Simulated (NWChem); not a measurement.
# the pair CH5BS···SiH2SO: a chain of runs

Wanted: a single-point energy (singlet CH7BOS2Si, PBE0-D3(BJ)/def2-SVP), then a single-point energy (singlet CH5BS, PBE0-D3(BJ)/def2-SVP), then the energy (singlet SiH2SO, PBE0-D3(BJ)/def2-SVP), then a single-point energy (singlet CH5BS, PBE0-D3(BJ)/def2-SVP), then the energy (singlet SiH2SO, PBE0-D3(BJ)/def2-SVP) of CH7BOS2Si and its partners. 

The calculation is run with NWChem 7.3.0.

**1. The molecule**

CH7BOS2Si has 13 atoms, charge 0, and is taken as a singlet. The two molecules were placed rigidly side by side, at 1 times their contact distance; the pair isn't optimised.

Bond lengths: C1–B2 1.558 Å, B2–S3 1.782 Å, O9–Si10 1.646 Å, Si10–S11 2.176 Å, C1–H4 1.096 Å, C1–H5 1.096 Å, C1–H6 1.092 Å, B2–H7 1.195 Å, S3–H8 1.343 Å, O9–H12 0.960 Å, S11–H13 1.346 Å. Some angles: C1–B2–S3 119.7°, O9–Si10–S11 104.3°, C1–B2–H7 121.8°, S3–B2–H7 118.5°, B2–C1–H4 109.6°, B2–C1–H5 109.5°, B2–C1–H6 115.2°, B2–S3–H8 98.9°, Si10–O9–H12 123.1°, Si10–S11–H13 99.8°.

**2. The energy at PBE0-D3(BJ)/def2-SVP (run 1)**

Input file ch7bos2si.nw:

```
START ch7bos2si
memory stack 880 mb heap 220 mb global 1100 mb

GEOMETRY units angstroms noautosym nocenter noautoz
 C       -0.644210       0.855040      -0.258840
 B        0.331090      -0.354660      -0.147340
 S        0.586590      -1.140860       1.431460
 H       -1.425410       0.629840      -0.994140
 H       -0.108310       1.721540      -0.663340
 H       -1.124810       1.151740       0.675260
 H        0.920790      -0.778060      -1.096840
 H        1.464290      -2.084560       1.053760
 O       -2.245460      -6.912050       1.072020
 Si      -1.390580      -6.122450      -0.092340
 S       -0.194250      -4.676050       1.008400
 H       -2.167450      -6.709920       2.007650
 H       -0.593890      -4.955400       2.262920
END

BASIS spherical bse
 * library def2-SVP
END

DFT
 xc pbe0
 disp vdw 4
 grid fine
 convergence energy 1e-08
 iterations 100
 mulliken
 print low
END

TASK dft energy
```

Run with:

```bash
$ nwchem ch7bos2si.nw > ch7bos2si.out
```

Standard output:

```text
[...]
 d= 0,ls=0.0,diis     1  -1227.2291504552 -1.58D+03  8.80D-03  7.68D-01     3.9
[...]
 d= 0,ls=0.0,diis    10  -1227.3239716412 -2.69D-09  2.50D-07  9.07D-10    31.0
         Total DFT energy =    -1227.323971641233
      One electron energy =    -2393.509706068406
           Coulomb energy =      906.988244087214
    Exchange-Corr. energy =      -92.396036056055
 Nuclear repulsion energy =      351.603121413604
    Dispersion correction =       -0.009595017589
[...]
      Total Density - Mulliken Population Analysis
     ---------------------------------------------
    Atom       Charge   Shell Charges
 -----------   ------   -------------------------------------------------------
    1 C    6     6.17   1.99  0.88  0.21  2.13  0.94  0.02
    2 B    5     5.05   1.99  0.84  0.13  1.55  0.46  0.07
    3 S   16    16.08   2.00  1.98  1.24  0.59  5.93  1.83  2.46  0.05
    4 H    1     0.93   0.73  0.18  0.03
    5 H    1     0.93   0.73  0.18  0.03
    6 H    1     0.95   0.74  0.19  0.03
    7 H    1     1.00   0.74  0.24  0.01
    8 H    1     0.90   0.71  0.16  0.03
    9 O    8     8.39   1.99  1.08  0.64  2.87  1.81  0.01
   10 Si  14    13.58   2.00  1.99  1.28  0.52  5.92  0.94  0.71  0.23
[...]
```

It took 32 s on 1 thread of Intel Xeon Platinum 8488C (Sapphire Rapids), shared host; peak memory 0.13 GiB.

**3. CH5BS: a single-point energy at PBE0-D3(BJ)/def2-SVP (run 2)**

Input file work.nw:

```
start work
memory stack 880 mb heap 220 mb global 1100 mb

geometry units angstrom noautosym nocenter noautoz
C     -0.644210     0.855040    -0.258840
B      0.331090    -0.354660    -0.147340
S      0.586590    -1.140860     1.431460
H     -1.425410     0.629840    -0.994140
H     -0.108310     1.721540    -0.663340
H     -1.124810     1.151740     0.675260
H      0.920790    -0.778060    -1.096840
H      1.464290    -2.084560     1.053760
end

basis "ao basis" spherical bse
* library def2-SVP
end

dft
xc pbe0
disp vdw 4
grid fine
convergence energy 1e-08
maxiter 100
mulliken
print low
end

task dft energy
```

Run with:

```bash
$ nwchem work.nw > work.out
```

Standard output:

```text
[...]
 d= 0,ls=0.0,diis     1   -463.7567635928 -5.52D+02  8.11D-03  2.33D-01     1.4
[...]
 d= 0,ls=0.0,diis     8   -463.7890734040 -1.95D-09  1.81D-06  2.32D-08     8.1
         Total DFT energy =     -463.789073403998
      One electron energy =     -812.543986328965
           Coulomb energy =      297.121749127619
    Exchange-Corr. energy =      -36.796505140004
 Nuclear repulsion energy =       88.433896602954
    Dispersion correction =       -0.004227665603
[...]
      Total Density - Mulliken Population Analysis
     ---------------------------------------------
    Atom       Charge   Shell Charges
 -----------   ------   -------------------------------------------------------
    1 C    6     6.17   1.99  0.88  0.21  2.13  0.94  0.02
    2 B    5     5.04   1.99  0.84  0.13  1.55  0.46  0.07
    3 S   16    16.07   2.00  1.98  1.24  0.59  5.93  1.83  2.45  0.05
    4 H    1     0.93   0.73  0.18  0.03
    5 H    1     0.93   0.73  0.18  0.03
    6 H    1     0.95   0.74  0.19  0.03
    7 H    1     0.99   0.74  0.24  0.01
    8 H    1     0.91   0.71  0.16  0.03
[...]
```

Wall time 8.7 s (1 thread of Intel Xeon Platinum 8488C (Sapphire Rapids), shared host); peak memory 0.12 GiB.

**4. SiH2SO: the energy at PBE0-D3(BJ)/def2-SVP (run 3)**

Input file h2ossi.nw:

```
START h2ossi
TITLE "H2OSSi energy"
memory 2200 mb
charge 0
GEOMETRY units bohr noautosym nocenter noautoz
  O  -4.24330442 -13.06188146  2.02582420
  Si -2.62781535 -11.56975371 -0.17449731
  S  -0.36707930 -8.83645385  1.90559982
  H  -4.09588689 -12.67991112  3.79390865
  H  -1.12228945 -9.36434884  4.27629904
END
BASIS spherical bse
  * library def2-SVP
END
DFT
  xc pbe0
  mult 1
  disp vdw 4
  grid fine
  convergence energy 1e-08
  iterations 100
  mulliken
  print low
END
TASK dft energy
```

Run with:

```bash
$ nwchem h2ossi.nw > h2ossi.out
```

Standard output:

```text
[...]
 d= 0,ls=0.0,diis     1   -763.4685922007 -8.97D+02  1.68D-02  5.42D-01     0.8
[...]
 d= 0,ls=0.0,diis     8   -763.5324756001 -8.31D-09  7.50D-06  2.41D-07     4.6
         Total DFT energy =     -763.532475600098
      One electron energy =    -1322.370625874961
           Coulomb energy =      480.508260216128
    Exchange-Corr. energy =      -55.597984082352
 Nuclear repulsion energy =      133.931411362914
    Dispersion correction =       -0.003537221828
[...]
      Total Density - Mulliken Population Analysis
     ---------------------------------------------
    Atom       Charge   Shell Charges
 -----------   ------   -------------------------------------------------------
    1 O    8     8.39   1.99  1.08  0.64  2.87  1.81  0.01
    2 Si  14    13.58   2.00  1.99  1.27  0.52  5.92  0.94  0.71  0.23
    3 S   16    16.29   2.00  1.99  1.24  0.63  5.93  1.81  2.66  0.04
    4 H    1     0.81   0.67  0.07  0.07
    5 H    1     0.93   0.71  0.19  0.03
[...]
```

Wall time 5.4 s (1 thread of Intel Xeon Platinum 8488C (Sapphire Rapids), shared host); peak memory 0.12 GiB.

**5. CH5BS among ghost functions: a single-point energy at PBE0-D3(BJ)/def2-SVP (with ghost functions) (run 4)**

Input file ch5bs.nw:

```
start ch5bs
memory total 2200 mb
charge 0

geometry units atomic noautosym nocenter noautoz
  C     -1.21738047     1.61579143    -0.48913671
  B      0.62566942    -0.67021027    -0.27843225
  S      1.10849445    -2.15591295     2.70506736
  H     -2.69363452     1.19022510    -1.87865233
  H     -0.20467624     3.25323911    -1.25353093
  H     -2.12558284     2.17647317     1.27605646
  H      1.74004092    -1.47032031    -2.07272720
  H      2.76710707    -3.93924749     1.99131780
  bqO     -4.243304   -13.061881     2.025824
  bqSi    -2.627815   -11.569754    -0.174497
  bqS     -0.367079    -8.836454     1.905600
  bqH     -4.095887   -12.679911     3.793909
  bqH     -1.122289    -9.364349     4.276299
end

basis spherical bse
  C library def2-SVP
  B library def2-SVP
  S library def2-SVP
  H library def2-SVP
  bqO library O def2-SVP
  bqSi library Si def2-SVP
  bqS library S def2-SVP
  bqH library H def2-SVP
end

dft
  xc pbe0
  mult 1
  disp vdw 4
  grid fine
  convergence energy 1e-08
  iterations 100
  mulliken
  noprint "final vectors analysis"
end

task dft energy
```

Run with:

```bash
$ nwchem ch5bs.nw > ch5bs.out
```

Standard output:

```text
[...]
          Wavefunction type:  closed shell.
          No. of atoms     :    13
          No. of electrons :    32
[...]
          Charge           :     0
          Spin multiplicity:     1
[...]
          AO basis - number of functions:   131
[...]
              XC Information
              --------------
                         PBE0 Method XC Functional
                     Hartree-Fock (Exact) Exchange  0.250
          PerdewBurkeErnzerhof Exchange Functional  0.750
            Perdew 1991 LDA Correlation Functional  1.000 local
           PerdewBurkeErnz. Correlation Functional  1.000 non-local
[...]
 d= 0,ls=0.0,diis     1   -463.7573726967 -5.52D+02  4.39D-03  2.33D-01     2.9
[...]
 d= 0,ls=0.0,diis     8   -463.7896549282 -1.91D-09  9.49D-07  2.16D-08    21.0
         Total DFT energy =     -463.789654928192
      One electron energy =     -812.521853256134
           Coulomb energy =      297.097253943310
    Exchange-Corr. energy =      -36.794718110083
 Nuclear repulsion energy =       88.433890160129
    Dispersion correction =       -0.004227665414
[...]
      Total Density - Mulliken Population Analysis
     ---------------------------------------------
    Atom       Charge   Shell Charges
 -----------   ------   -------------------------------------------------------
    1 C    6     6.17   1.99  0.88  0.21  2.13  0.94  0.02
    2 B    5     5.04   1.99  0.85  0.13  1.55  0.46  0.07
    3 S   16    16.07   2.00  1.98  1.24  0.59  5.93  1.83  2.45  0.05
    4 H    1     0.93   0.72  0.18  0.03
    5 H    1     0.93   0.72  0.18  0.03
    6 H    1     0.95   0.74  0.19  0.03
    7 H    1     0.99   0.74  0.24  0.01
    8 H    1     0.90   0.71  0.16  0.03
    9 X    0    -0.00  -0.00  0.00  0.00  0.00 -0.00 -0.00
   10 X    0     0.00  -0.00 -0.00 -0.00  0.00 -0.00  0.00  0.00 -0.00
[...]
```

It took 22 s on 1 thread of Intel Xeon Platinum 8488C (Sapphire Rapids), shared host; peak memory 0.13 GiB.

**6. SiH2SO among ghost functions: the energy at PBE0-D3(BJ)/def2-SVP (with ghost functions) (run 5)**

Input file h2ossi.nw:

```
start h2ossi
title "H2OSSi"
memory total 2200 mb

geometry units angstrom noautosym nocenter noautoz
  O       -2.245460      -6.912050       1.072020
  Si      -1.390580      -6.122450      -0.092340
  S       -0.194250      -4.676050       1.008400
  H       -2.167450      -6.709920       2.007650
  H       -0.593890      -4.955400       2.262920
  bqC     -0.644210     0.855040    -0.258840
  bqB      0.331090    -0.354660    -0.147340
  bqS      0.586590    -1.140860     1.431460
  bqH     -1.425410     0.629840    -0.994140
  bqH     -0.108310     1.721540    -0.663340
  bqH     -1.124810     1.151740     0.675260
  bqH      0.920790    -0.778060    -1.096840
  bqH      1.464290    -2.084560     1.053760
end

basis spherical bse
  O library def2-SVP
  Si library def2-SVP
  S library def2-SVP
  H library def2-SVP
  bqC library C def2-SVP
  bqB library B def2-SVP
  bqS library S def2-SVP
  bqH library H def2-SVP
end

dft
  xc pbe0
  disp vdw 4
  grid fine
  convergence energy 1e-08
  iterations 100
  mulliken
  print low
end

task dft energy
```

Run with:

```bash
$ nwchem h2ossi.nw > h2ossi.out
```

Standard output:

```text
[...]
 d= 0,ls=0.0,diis     1   -763.4692561022 -8.97D+02  7.72D-03  5.42D-01     3.0
[...]
 d= 0,ls=0.0,diis     8   -763.5332442020 -8.12D-09  3.37D-06  2.31D-07    21.2
         Total DFT energy =     -763.533244201971
      One electron energy =    -1322.326393759906
           Coulomb energy =      480.460371437035
    Exchange-Corr. energy =      -55.595105514129
 Nuclear repulsion energy =      133.931420856944
    Dispersion correction =       -0.003537221916
[...]
      Total Density - Mulliken Population Analysis
     ---------------------------------------------
    Atom       Charge   Shell Charges
 -----------   ------   -------------------------------------------------------
    1 O    8     8.39   1.99  1.08  0.64  2.87  1.81  0.01
    2 Si  14    13.58   2.00  1.99  1.28  0.51  5.92  0.94  0.71  0.23
    3 S   16    16.28   2.00  1.98  1.24  0.63  5.93  1.81  2.65  0.04
    4 H    1     0.81   0.67  0.07  0.07
    5 H    1     0.93   0.71  0.19  0.03
    6 X    0    -0.00  -0.00  0.00 -0.00  0.00 -0.00 -0.00
    7 X    0     0.01   0.00 -0.00  0.00 -0.00  0.00 -0.00
    8 X    0     0.00  -0.00 -0.00 -0.00 -0.00 -0.00 -0.00  0.00  0.00
    9 X    0    -0.00   0.00 -0.00  0.00
   10 X    0    -0.00  -0.00 -0.00 -0.00
[...]
```

Wall time 22 s (1 thread of Intel Xeon Platinum 8488C (Sapphire Rapids), shared host); peak memory 0.13 GiB.

**7. Summary of results**

```
                                                                                                                   quantity           value
                                                                                  run 1, PBE0-D3(BJ)/def2-SVP: total energy  -1227.32397 Eh
                                                                             run 1, PBE0-D3(BJ)/def2-SVP: dispersion energy   -25.19 kJ/mol
                                                                                                        CH5BS: total energy   -463.78907 Eh
                                                                                                   CH5BS: dispersion energy   -11.10 kJ/mol
                                                                                                       SiH2SO: total energy   -763.53248 Eh
                                                                                                  SiH2SO: dispersion energy    -9.29 kJ/mol
                                                                                  CH5BS among ghost functions: total energy   -463.78965 Eh
                                                                                 CH5BS among ghost functions: dipole moment          0.59 D
                                                                             CH5BS among ghost functions: dispersion energy   -11.10 kJ/mol
                                                                                 SiH2SO among ghost functions: total energy   -763.53324 Eh
                                                                            SiH2SO among ghost functions: dispersion energy    -9.29 kJ/mol
              interaction energy of the rigid parts CH5BS and SiH2SO (parts in their own basis; closest atoms 3.08 Å apart)       -0.066 eV
interaction energy of the rigid parts CH5BS and SiH2SO (parts in the whole basis, counterpoise; closest atoms 3.08 Å apart)       -0.029 eV
```

In words: The interaction energy of the rigid parts CH5BS and SiH2SO (parts in their own basis; closest atoms 3.08 Å apart) is −0.07 eV (−6.4 kJ/mol): the parts attract. Without counterpoise this holds the superposition error of the basis. The interaction energy of the rigid parts CH5BS and SiH2SO (parts in the whole basis, counterpoise; closest atoms 3.08 Å apart) is −0.03 eV (−0.7 kcal/mol): the parts attract. The basis-set superposition error is 3.5 kJ/mol. Mulliken charges (run 1, PBE0-D3(BJ)/def2-SVP) run from -0.39 on O9 to +0.42 on Si10. Mulliken charges (SiH2SO) run from -0.39 on O1 to +0.42 on Si2.
